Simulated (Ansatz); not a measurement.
# BF2H: the cost of one run

The runs use Ansatz 0.2.0, Gaussian basis; PBE0-D4/def2-TZVP structures, single points in def2-TZVPP, no counterpoise correction.

Levels: SPW92, PBE-D4, BLYP-D4, r2SCAN-D4, B97M-V, PBE0-D4, B3LYP-D4, r2SCAN0-D4, BHLYP-D4, CAM-B3LYP-D4, wB97X-V, wB97M-V, B2PLYP, PBE-QIDH, RPA on PBE, Hartree-Fock, MP2, CCSD, CCSD(T).

Cores are frozen in the correlated methods. B3LYP uses VWN-RPA correlation. B2PLYP carries no dispersion term here.

113 further runs of the same task are left out: 113 set aside as unsound or not needed.

## 1. Where the work starts

The complex: 11 atoms, charge 0, spin multiplicity 1.

Atoms are counted from 1 here; the program's logs count them from 0.

Bond lengths: B1–H2 1.215 Å, B1–F3 1.362 Å, B1–F4 1.386 Å, B1–O6 1.632 Å, H5–O6 1.039 Å, O6–H9 0.961 Å, H7–N8 1.012 Å, N8–H10 1.013 Å, N8–H11 1.017 Å. Angles: H2–B1–F3 115.0°, H2–B1–F4 114.2°, H2–B1–O6 106.1°, F3–B1–F4 113.5°, F3–B1–O6 104.7°, F4–B1–O6 101.6°, B1–O6–H5 109.4°, B1–O6–H9 110.8°, H5–O6–H9 110.4°, H7–N8–H10 108.2°, H7–N8–H11 108.2°, H10–N8–H11 108.2°.

Coordinates:

| atom | x (Å) | y (Å) | z (Å) |
| --- | --- | --- | --- |
| B1 | -1.1204 | -0.9937 | -0.5940 |
| H2 | -0.6564 | -1.2244 | -1.6934 |
| F3 | -1.9906 | -1.9318 | -0.1281 |
| F4 | -1.5693 | 0.3072 | -0.4290 |
| H5 | 0.6043 | -0.1146 | 0.4661 |
| O6 | 0.1366 | -1.0421 | 0.4463 |
| H7 | 1.6900 | 1.7403 | -0.1713 |
| N8 | 0.9630 | 1.4134 | 0.4529 |
| H9 | 0.7621 | -1.7269 | 0.1938 |
| H10 | 1.1130 | 1.8358 | 1.3610 |
| H11 | 0.0676 | 1.7367 | 0.0957 |

Its parts: BHF₂ holds atoms 1, 2, 3, 4; H₂O holds atoms 5, 6, 9; NH₃ holds atoms 7, 8, 10, 11. Each part counts its atoms afresh in its own runs.

## 2. Relaxing BHF₂ alone

The input, relax-a/in.yaml:

```yaml
crystal:
  periodic: [false, false, false]
  atoms:
    - {symbol: B, position_ang: [-1.120362, -0.993727, -0.594049]}
    - {symbol: H, position_ang: [-0.656444, -1.224437, -1.693410]}
    - {symbol: F, position_ang: [-1.990580, -1.931769, -0.128056]}
    - {symbol: F, position_ang: [-1.569296, 0.307222, -0.428995]}
basis:
  gaussian: {orbitals: def2-TZVP}
hamiltonian: {xc: pbe0, dispersion: d4}
relax: {f_tol: 0.005, max_steps: 200}
```

Command:

```sh
$ ansatz run in.yaml --threads 4 --pin off --events-out ev --progress --plain --max-ram 9574MiB
```

**Question.** How long does this run take on 4 threads of Arm Neoverse V1, shared host?

About 3.7 s.
